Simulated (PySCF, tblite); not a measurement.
# C₃H₁₃B₂N₃: geometry, infrared bands and NMR shifts

Aim: predict the infrared bands and NMR shifts of C₃H₁₃B₂N₃ (`CBN(C)B(N)NC`).

The runs use tblite 0.8.0 and PySCF 2.14.0, with density-fitted response routines of our own; the level of theory stands in each step. All values are computed, except where a source is named. Atoms are numbered from 0 throughout.

## 1. Starting geometry

21 atoms, charge 0, multiplicity 1; geometry from: force field or distance geometry start.

Bonds of the start (Å): C0–B1 1.59, B1–N2 1.52, N2–C3 1.43, N2–B4 1.52, B4–N5 1.52, B4–N6 1.54, N6–C7 1.45, C0–H8 1.10, C0–H9 1.12, C0–H10 1.13, B1–H11 1.18, C3–H12 1.12, C3–H13 1.12, C3–H14 1.12, N5–H15 1.05, N5–H16 1.05, N6–H17 1.05, C7–H18 1.12, C7–H19 1.12, C7–H20 1.11.

## 2. Geometry optimisation with GFN2-xTB

What the job is given:

```
{"job": {"kind": "relax", "xc": "GFN2-xTB", "basis": "xTB"}, "charge": 0, "multiplicity": 1}
C     -2.469200     1.416200     0.412600
B     -1.720700     0.635600    -0.755700
N     -0.727400    -0.488900    -0.500600
C     -1.281900    -1.595600     0.215100
B      0.541500    -0.034300     0.201000
N      1.164500    -1.067400     1.129900
N      1.536200     0.757300    -0.666700
C      2.886800     0.696500    -0.151900
H     -1.908000     2.280100     0.788000
H     -2.681500     0.711600     1.255300
H     -3.475900     1.788100     0.068800
H     -2.315600     0.600000    -1.776500
H     -2.389200    -1.485900     0.360400
H     -1.143000    -2.578800    -0.306300
H     -0.804000    -1.673500     1.226900
H      1.766800    -0.617700     1.858100
H      1.663000    -1.808000     0.584400
H      1.511500     0.428100    -1.665400
H      3.108600     1.546000     0.539300
H      3.604100     0.777900    -1.002700
H      3.124600    -0.270400     0.340200
```

Started as:

```console
OMP_NUM_THREADS=1 python probes_run.py task.json out
```

This one command runs all jobs of the session in turn.

**Question.** This job is followed by: GFN2-xTB harmonic vibrations, gas phase; GIAO PBE0/pcSseg-1 NMR shielding, non-relativistic, gas phase. Predict these results of the whole session: strongest single infrared mode (GFN2-xTB); zero-point energy (GFN2-xTB); 13C shifts against TMS (PBE0/pcSseg-1); 1H shifts against TMS (PBE0/pcSseg-1, means over atoms taken as alike); 11B shifts against BF3·OEt2 (PBE0/pcSseg-1); 15N shifts against NH3 (PBE0/pcSseg-1); surface potential, 1st and 99th percentile.

**Answer**, as computed:

```
                                                              quantity                                   value
                             strongest single infrared mode (GFN2-xTB)                   1460 cm⁻¹, 237 km/mol
                                          zero-point energy (GFN2-xTB)                          111.1 kcal/mol
                                13C shifts against TMS (PBE0/pcSseg-1)                     35.4, 31.0, 3.2 ppm
1H shifts against TMS (PBE0/pcSseg-1, means over atoms taken as alike)  5.45, 2.92, 2.81, 2.13, 2.01, 0.36 ppm
                           11B shifts against BF3·OEt2 (PBE0/pcSseg-1)                          42.8, 22.9 ppm
                                15N shifts against NH3 (PBE0/pcSseg-1)                   146.7, 64.0, 51.4 ppm
                                 surface potential, 1st and 99th percentile                      -0.93 V and 1.51 V
```

**Reading.** Relaxing lowered the energy by 3.139 eV in 195 steps; the close pair that moved most is B4–N6, from 1.539 to 1.407 Å. All 57 modes are real, so the xTB geometry is a minimum. The strongest single mode, at 1460 cm⁻¹, is carried by N6, B4, H18, H19. Unscaled tight-binding wavenumbers are off by several per cent, some by more. Its intensities can rank the bands wrongly. At PBE0/pcSseg-1: The widest tensor belongs to N2: span 253 ppm, with a paramagnetic part of -206 ppm.
